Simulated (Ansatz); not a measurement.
# GaH5N2: the cost of one run

All numbers below are computed with Ansatz 0.2.0 (RKS PBE/def2-SVP).

### Step 1. The system as given

Bond lengths: Ga1–H2 1.770 Å, Ga1–N3 2.130 Å, N3–H4 1.060 Å, N3–H5 1.060 Å, Ga1–N6 1.930 Å, N6–H7 1.060 Å, N6–H8 1.060 Å. Angles: H2–Ga1–N3 42.8°, H2–Ga1–N6 156.5°, N3–Ga1–N6 160.7°, Ga1–N3–H4 112.9°, Ga1–N3–H5 111.7°, H4–N3–H5 120.0°, Ga1–N6–H7 120.0°, Ga1–N6–H8 120.0°, H7–N6–H8 120.0°.

Coordinates:

```xyz
8

Ga    0.0000    0.0000    0.0000
H     1.0535    0.0000    1.4223
N     2.0931    0.0000    0.3944
H     2.5598   -0.9179    0.1426
H     2.5445    0.9179    0.1162
N    -1.6714    0.0000   -0.9650
H    -2.3403   -0.8164   -0.8664
H    -1.9204    0.8164   -1.5936
```

### Step 2. Pulling towards end A

Springs on the bonds that form and break draw the guess towards this end; the thresholds are loose.

File input.yaml:

```yaml
crystal:
  periodic: [false, false, false]
  atoms:
    - { symbol: Ga, position_ang: [0.0, 0.0, 0.0] }
    - { symbol: H, position_ang: [1.0535, 0.0, 1.4223] }
    - { symbol: "N", position_ang: [2.0931, 0.0, 0.3944] }
    - { symbol: H, position_ang: [2.5598, -0.9179, 0.1426] }
    - { symbol: H, position_ang: [2.5445, 0.9179, 0.1162] }
    - { symbol: "N", position_ang: [-1.6714, 0.0, -0.965] }
    - { symbol: H, position_ang: [-2.3403, -0.8164, -0.8664] }
    - { symbol: H, position_ang: [-1.9204, 0.8164, -1.5936] }
basis:
  gaussian: { orbitals: def2-SVP }
hamiltonian:
  xc: pbe
relax:
  f_tol: 0.15
  max_steps: 25
  restrain:
    - { distance: [1, 2], at: 2.26, k: 30.0 }
    - { distance: [0, 1], at: 1.57, k: 30.0 }
    - { distance: [0, 2], at: 1.93, k: 30.0 }
```

On the command line:

```sh
ansatz run input.yaml --threads 2 --pin off --max-ram 3072MiB --backend cpu --events-out ev --progress --plain --runs-dir out
```

What time and memory should one allow on 2 threads of Arm Neoverse V1, shared host?

About 17 s, with a peak of 0.12 GiB.
